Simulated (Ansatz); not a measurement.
# ZnS: the band gap up the ladder of functionals

The task here is to estimate one member of a computed series from the others.

Code: Ansatz 0.2.0. PAW datasets, plane waves. Calculated at 0 K for a non-magnetic cell.

### The cell

The cell was relaxed beforehand with r2SCAN.

The symmetry is P6_3mc (No. 186, hexagonal); a = 3.808 Å, c = 12.466 Å in the conventional setting, 19.56 Å³ an atom. Zn has 4 S at 2.33 Å; Zn has 4 S at 2.33–2.34 Å; S has 4 Zn at 2.33 Å; S has 4 Zn at 2.33–2.34 Å.

As a file:

```cif
data_structure
_symmetry_space_group_name_H-M 'P 1'
_symmetry_Int_Tables_number 1
_cell_length_a 3.8076
_cell_length_b 3.8076
_cell_length_c 12.4658
_cell_angle_alpha 90.000
_cell_angle_beta 90.000
_cell_angle_gamma 120.000
_cell_volume 156.52
loop_
_atom_site_label
_atom_site_type_symbol
_atom_site_fract_x
_atom_site_fract_y
_atom_site_fract_z
_atom_site_occupancy
Zn1 Zn 0.00000 0.00000 0.00011 1
Zn2 Zn 0.33333 0.66667 0.25007 1
Zn3 Zn 0.00000 0.00000 0.50011 1
Zn4 Zn 0.66667 0.33333 0.75007 1
S1 S 0.00000 0.00000 0.18724 1
S2 S 0.33333 0.66667 0.43759 1
S3 S 0.00000 0.00000 0.68724 1
S4 S 0.66667 0.33333 0.93759 1
```

Set-up of the first run:

The input, input.yaml:

```yaml
crystal:
  lattice:
    - [3.8076115351, 0.0, 0.0]
    - [-1.9038057675, 3.2974883171, 0.0]
    - [0.0, 0.0, 12.4658246188]
  atoms:
    - { symbol: Zn, position: [0.0, 0.0, 0.0001052081] }
    - { symbol: Zn, position: [0.3333333333, 0.6666666667, 0.2500673625] }
    - { symbol: Zn, position: [0.0, 0.0, 0.5001052081] }
    - { symbol: Zn, position: [0.6666666667, 0.3333333333, 0.7500673625] }
    - { symbol: S, position: [0.0, 0.0, 0.1872391017] }
    - { symbol: S, position: [0.3333333333, 0.6666666667, 0.4375883276] }
    - { symbol: S, position: [0.0, 0.0, 0.6872391017] }
    - { symbol: S, position: [0.6666666667, 0.3333333333, 0.9375883276] }
kpoints:
  mp_grid: { grid: [12, 12, 2] }
  band_path:
    path:
      - [[0.0, 0.0, 0.0], [0.5, -4.841862184092e-19, 4.366218580586e-34], [0.3333333333333, 0.3333333333333, 5.612550050926e-34], [0.0, 0.0, 0.0], [-1.855315356839e-51, -1.121439658283e-51, 0.5], [0.5, -4.841862184092e-19, 0.5], [0.3333333333333, 0.3333333333333, 0.5], [-1.855315356839e-51, -1.121439658283e-51, 0.5]]
      - [[0.5, -4.841862184092e-19, 0.5], [0.5, -4.841862184092e-19, 4.366218580586e-34]]
      - [[0.3333333333333, 0.3333333333333, 0.5], [0.3333333333333, 0.3333333333333, 5.612550050926e-34]]
    npoints: 10
hamiltonian:
  xc: pbe
scf:
  occupations: { method: fermi_dirac, width: 0.02 }
  n_extra_bands: 6
output:
  forces: true
  stress: true
  eigenvalues: true
```

On the command line:

```
> ansatz run input.yaml --threads 2 --pin off --max-ram 20275MiB --backend cpu --events-out ev --progress --plain --runs-dir out
```

Steps of the session up to this table: PBE band path; Single point with r2SCAN; HSE06; PBE0 at the same geometry.

One of the session's tables, all rows but one given; the rest of the session is left out.

```
 level  gap (eV)
   PBE         ?
r2SCAN      2.74
 HSE06      3.41
  PBE0      4.08
```

Estimate the missing values for PBE.

**Answer.** gap (eV): 2.18. In the column «gap (eV)» it is the lowest.

Meshes: PBE 12×12×2, r2SCAN 12×12×2, HSE06 6×6×2, PBE0 6×6×2

In words: The gap runs from 2.18 eV (PBE) to 4.08 eV (PBE0). Against HSE06, PBE is short by 1.23 eV, at 64 % of it, and r2SCAN 80 %. PBE0 lies 0.66 eV above HSE06, which differs from it by screening the long-range exchange.

Caveats from the session: Warnings in the runs' records: stress scf threshold loose, stress exchange threshold loose.
